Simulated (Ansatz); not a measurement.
# GeHO (quartet): from Hartree-Fock to the top rungs at distance Ge1–O2 = 1.855 Å, cc-pVTZ

Aim: climb from Hartree-Fock through coupled cluster and multireference methods for GeHO (quartet) at one geometry and basis, and see what each rung misses.

The runs use Ansatz 0.2.0, Gaussian basis; cc-pVTZ, core rule «outside noble gas», up to 15 orbitals frozen.

The runs, in order: UHF; CCSD(T) on ROHF; CCSD(T) on UHF; BCCD(T) on ROHF; CISD; CCSDT(Q) on ROHF; CCSDT(Q) on UHF; CASSCF and MRCISD+Q, 5 electrons in 5 orbitals; CASSCF and NEVPT2, 5 electrons in 5 orbitals.

4 further runs of the same task are left out: 4 for a known fault of the program.

**1. The geometry**

The geometry derives from a PBE0/def2-TZVP stationary point (not a proven minimum). One bond is set to the value named and the two fragments are kept rigid. No spin-orbit coupling is included. The filled d shell of Ge may be among the frozen orbitals whatever the setting's name suggests; the logs give the count.

3 atoms, charge 0, spin multiplicity 4.

Atoms are counted from 1 here; the program's logs count them from 0.

Bond lengths: Ge1–O2 1.855 Å, Ge1–H3 1.563 Å. Angles: O2–Ge1–H3 114.5°.

**2. UHF**

Input file in.yaml:

```yaml
crystal:
  periodic: [false, false, false]
  atoms:
    - {symbol: Ge, position_ang: [0.000000, -0.037540, 0.321995]}
    - {symbol: O, position_ang: [0.000000, 0.086176, -1.528961]}
    - {symbol: H, position_ang: [0.000000, 1.337542, 1.064259]}
basis:
  gaussian: {orbitals: cc-pVTZ}
magnetization: {spin_polarized: true, initial_magnetization: 3}
hamiltonian: {xc: hf}
output: {orbitals: {seedname: orbitals}}
```

Started as:

```bash
ansatz run in.yaml --threads 1 --pin off --events-out ev --progress --plain --max-ram 5632MiB --backend cpu
```

After this run come: CCSD(T) on ROHF; CCSD(T) on UHF; BCCD(T) on ROHF; CISD; CCSDT(Q) on ROHF; CCSDT(Q) on UHF; CASSCF and MRCISD+Q, 5 electrons in 5 orbitals; CASSCF and NEVPT2, 5 electrons in 5 orbitals.

Before running them: what should the planned runs give, taken together? Wanted: UCCSDT(Q) below the RHF energy; RMP2 from UCCSDT(Q); UMP2 from UCCSDT(Q); RCCSD from UCCSDT(Q); RCCSD(T) from UCCSDT(Q); UCCSD(T) from UCCSDT(Q); RCCSDT(Q) from UCCSDT(Q); MRCISD+Q pair from UCCSDT(Q); T1 diagnostic.

The runs gave:

| quantity | value |
| --- | --- |
| UCCSDT(Q) below the RHF energy | -8.3326 eV |
| RMP2 from UCCSDT(Q) | +1000.9 meV |
| UMP2 from UCCSDT(Q) | +998.7 meV |
| RCCSD from UCCSDT(Q) | +338.7 meV |
| RCCSD(T) from UCCSDT(Q) | +60.1 meV |
| UCCSD(T) from UCCSDT(Q) | +47.4 meV |
| RCCSDT(Q) from UCCSDT(Q) | +16.7 meV |
| MRCISD+Q pair from UCCSDT(Q) | +172.4 meV |
| levels within 1 kcal/mol (43 meV) | RCCSDT, UCCSDT, RCCSDT(Q) |
| T1 diagnostic | 0.030 |

RCCSD(T) lands +60.1 meV from the yardstick (0.7 % of the correlation energy). These misses are within one basis, not against nature; the frozen cores of restricted and unrestricted runs differ, which can shift their rows.
